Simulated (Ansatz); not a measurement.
# H6N3OTa: up Jacob's ladder to CCSD(T)

The task here is to estimate one member of a computed series from the others.

Computed with Ansatz 0.2.0, Gaussian basis. Level: functionals in def2-TZVPP, the program's frozen cores in correlated methods.

The runs, in order: LDA (SPW92), PBE-D4, revPBE-D4, BLYP-D4, r2SCAN-D4, B97M-V, PBE0-D4, B3LYP-D4, r2SCANh-D4, r2SCAN0-D4, HSE06-D4, BHLYP-D4, CAM-B3LYP-D4, LC-ωPBE, ωB97X-V, ωB97M-V, B2PLYP, PBE-QIDH; CCSD(T)/def2-SVP; CCSD(T)/def2-TZVPP; MP2/def2-QZVPP; extrapolation to the limit; RPA on PBE.

## The relaxed structure

All runs share one geometry, relaxed beforehand with PBE0-D4 in a triple-zeta def2 set. Ta takes the def2 core potential; no spin-orbit term is included.

11 atoms, charge 0, spin multiplicity 1.

Atoms are counted from 1 here; the program's logs count them from 0.

Bond lengths: N1–Ta2 1.770 Å, N1–H6 1.005 Å, Ta2–N3 1.993 Å, Ta2–N4 1.993 Å, Ta2–O5 1.921 Å, N3–H7 1.007 Å, N3–H8 1.010 Å, N4–H9 1.010 Å, N4–H10 1.007 Å, O5–H11 0.955 Å. Angles: Ta2–N1–H6 174.0°, N1–Ta2–N3 106.0°, N1–Ta2–N4 106.0°, N1–Ta2–O5 115.0°, N3–Ta2–N4 112.4°, N3–Ta2–O5 108.7°, N4–Ta2–O5 108.7°, Ta2–N3–H7 125.3°, Ta2–N3–H8 124.6°, H7–N3–H8 110.0°, Ta2–N4–H9 124.6°, Ta2–N4–H10 125.3°, H9–N4–H10 110.0°, Ta2–O5–H11 134.2°.

The first run:

Contents of in.yaml:

```yaml
crystal:
  periodic: [false, false, false]
  atoms:
    - {symbol: N, position_ang: [-1.632431, 0.258988, -0.809712]}
    - {symbol: Ta, position_ang: [-0.016439, -0.125548, -0.199474]}
    - {symbol: N, position_ang: [-0.288941, -0.962138, 1.588818]}
    - {symbol: N, position_ang: [0.955997, 1.610460, -0.086720]}
    - {symbol: O, position_ang: [0.999432, -1.331658, -1.296686]}
    - {symbol: H, position_ang: [-2.528506, 0.413755, -1.237952]}
    - {symbol: H, position_ang: [-1.175827, -1.060856, 2.056059]}
    - {symbol: H, position_ang: [0.453847, -1.303184, 2.182050]}
    - {symbol: H, position_ang: [1.913693, 1.713025, 0.217047]}
    - {symbol: H, position_ang: [0.554818, 2.515448, -0.272939]}
    - {symbol: H, position_ang: [0.829959, -1.785291, -2.119791]}
basis:
  gaussian: {orbitals: def2-TZVPP}
hamiltonian: {xc: lda}
output: {orbitals: {seedname: orbitals}}
```

Among the steps run: LDA; PBE-D4 (GGA); revPBE-D4 (GGA); BLYP-D4 (GGA); r2SCAN-D4 (meta-GGA); B97M-V (meta-GGA); PBE0-D4 (hybrid); B3LYP-D4 (hybrid); r2SCANh-D4 (hybrid); r2SCAN0-D4 (hybrid); HSE06-D4 (hybrid); BHLYP-D4 (hybrid); CAM-B3LYP-D4 (range-separated); LC-ωPBE-D4 (range-separated; the results give it without D4); ωB97X-V (range-separated); ωB97M-V (range-separated); B2PLYP (double hybrid); PBE-QIDH (double hybrid).

One table of the session follows, with a row left open; its other results are not shown here.

It belongs to the step «Orbital energies across the functionals». 

```
  functional  HOMO (eV)  gap (eV)
 LDA (SPW92)      -5.77      5.05
      PBE-D4      -5.58      5.03
   revPBE-D4      -5.50      5.05
     BLYP-D4      -5.45      4.89
   r2SCAN-D4      -5.89      5.62
      B97M-V      -5.94      5.46
     PBE0-D4      -6.98      7.15
    B3LYP-D4      -6.73      6.59
  r2SCANh-D4      -6.41      6.47
  r2SCAN0-D4      -7.20      7.68
    HSE06-D4          ?         ?
    BHLYP-D4      -8.30      8.98
CAM-B3LYP-D4      -8.39      9.24
     LC-ωPBE      -9.80     11.86
     ωB97X-V      -9.40     11.24
     ωB97M-V      -9.30     10.68
```

Estimate the missing values for HSE06-D4.

**Answer.** HOMO (eV): -6.57; gap (eV): 6.39. In the column «HOMO (eV)» it lies between B3LYP-D4 (-6.73) and r2SCANh-D4 (-6.41).
